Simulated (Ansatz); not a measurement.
Working through a point defect in a supercell of GaSb, space group F-43m

With Ansatz 0.2.0 through its Python package.

`gasb.xyz`
```text
2
Lattice="0.0 3.059 3.059 3.059 0.0 3.059 3.059 3.059 0.0" Properties=species:S:1:pos:R:3 pbc="T T T"
Ga    0.00000000    0.00000000    0.00000000
Sb    1.52950000    1.52950000    1.52950000
```

Notebook, run cell by cell (the value of a cell's last expression is shown):

**Cell 1**
```python
import ansatz
import numpy as np
```

**Cell 2**
```python
crystal = ansatz.Crystal.from_extxyz("gasb.xyz")
host = crystal.supercell(2)
defective = host.substitution("Sb", at=(0.0, 0.0, 0.0), replaces="Ga")
```

**Cell 3**
```python
def with_settings(structure):
    return (
        structure.calculation()
        .functional(ansatz.Functional.PBE)
        .kpoints(2, 2, 2)
        .occupations("fermi_dirac", width=0.05)
        .band_table()
    )
```

**Cell 4**
```python
perfect = with_settings(host).run(threads=1, pin="off").report
calc = (
    with_settings(defective)
    .relax(force_tolerance=0.02, max_steps=40)
)
out = calc.run(threads=1, pin="off")
summary = out.report
```
Output:
```text
DeckWarning: basis.ecutwfc = 420 eV, auto-derived from the records' recommended cutoffs: set by Ga (normal level)
DeckWarning: basis.ecutwfc = 420 eV, auto-derived from the records' recommended cutoffs: set by Sb (normal level)
```

**Cell 5**
```python
summary["kweights"]
```
Output:
```text
[0.125, 0.5, 0.375]
```

**Cell 6**
```python
summary["free_energy_ev"]
```
Output:
```text
-84841.23719337434
```

**Cell 7**
```python
n_host, n_defect = len(perfect["lattice"]["sites"]), len(summary["lattice"]["sites"])
print(f"perfect cell: {n_host} atoms, F = {perfect['free_energy_ev']:.4f} eV")
print(f"defect cell:  {n_defect} atoms, F = {summary['free_energy_ev']:.4f} eV")
# chemical potentials are still to be added to this difference
print(f"difference {summary['free_energy_ev'] - perfect['free_energy_ev']:.4f} eV (no chemical potentials)")

start = np.array([site.position for site in defective.resolved().sites])
step = np.array([site.position_frac for site in out.lattice.sites]) - start
moved = np.linalg.norm((step - np.round(step)) @ out.lattice.cell_ang, axis=1)
print("relaxation by atom (A):", " ".join(f"{site.symbol}:{d:.3f}" for site, d in zip(out.lattice.sites, moved)))
```
Output:
```text
perfect cell: 16 atoms, F = -82141.0167 eV
defect cell:  16 atoms, F = -84841.2372 eV
difference -2700.2205 eV (no chemical potentials)
relaxation by atom (A): Sb:0.000 Sb:0.192 Ga:0.052 Sb:0.192 Ga:0.052 Sb:0.192 Ga:0.052 Sb:0.019 Ga:0.052 Sb:0.192 Ga:0.052 Sb:0.019 Ga:0.052 Sb:0.019 Ga:0.000 Sb:0.019
```

**Cell 8**
```python
for site in out.lattice.sites:
    print(f"{site.symbol:2s}", " ".join(f"{v:8.4f}" for v in site.position_ang))
```
Output:
```text
Sb   0.0000  -0.0000   0.0000
Sb   1.6403   1.6403   1.6403
Ga   3.0590   3.0590  -0.0518
Sb   4.4777   4.4777   1.6403
Ga   3.0590  -0.0518   3.0590
Sb   4.4777   1.6403   4.4777
Ga   6.1698   3.0590   3.0590
Sb   7.6363   4.5997   4.5997
Ga  -0.0518   3.0590   3.0590
Sb   1.6403   4.4777   4.4777
Ga   3.0590   6.1698   3.0590
Sb   4.5997   7.6363   4.5997
Ga   3.0590   3.0590   6.1698
Sb   4.5997   4.5997   7.6363
Ga   6.1180   6.1180   6.1180
Sb   7.6363   7.6363   7.6363
```

Absolute energies stand on the zero of these potentials, so only differences at equal settings mean something. A total without «per atom» is that of the whole cell that was run. Extra carriers fill band states at a few k-points, so forces and energy hang on the mesh. The relaxation stopped at 0.017 eV/Å, so the energy gained is a lower bound and displacements are uncertain. Of the deposited cell: the entry's cell lengths or inner coordinates differ somewhat from later room-temperature determinations. The difference holds no chemical potentials. The starting cell is as deposited in a crystallographic database; the results hold for this polymorph, which needn't be the stable one. Warnings are shown shortened and without file and line. The supercell is small, so the defect meets its images and the energies aren't those of an isolated defect; a partly filled defect level may also lower its energy by spin or distortion. For a charged cell the difference holds no correction, alignment or term for the electrons' reservoir. Wall time of the script: 63 s on 1 thread of Arm Neoverse V1 (shared host), peak memory 0.87 GiB.
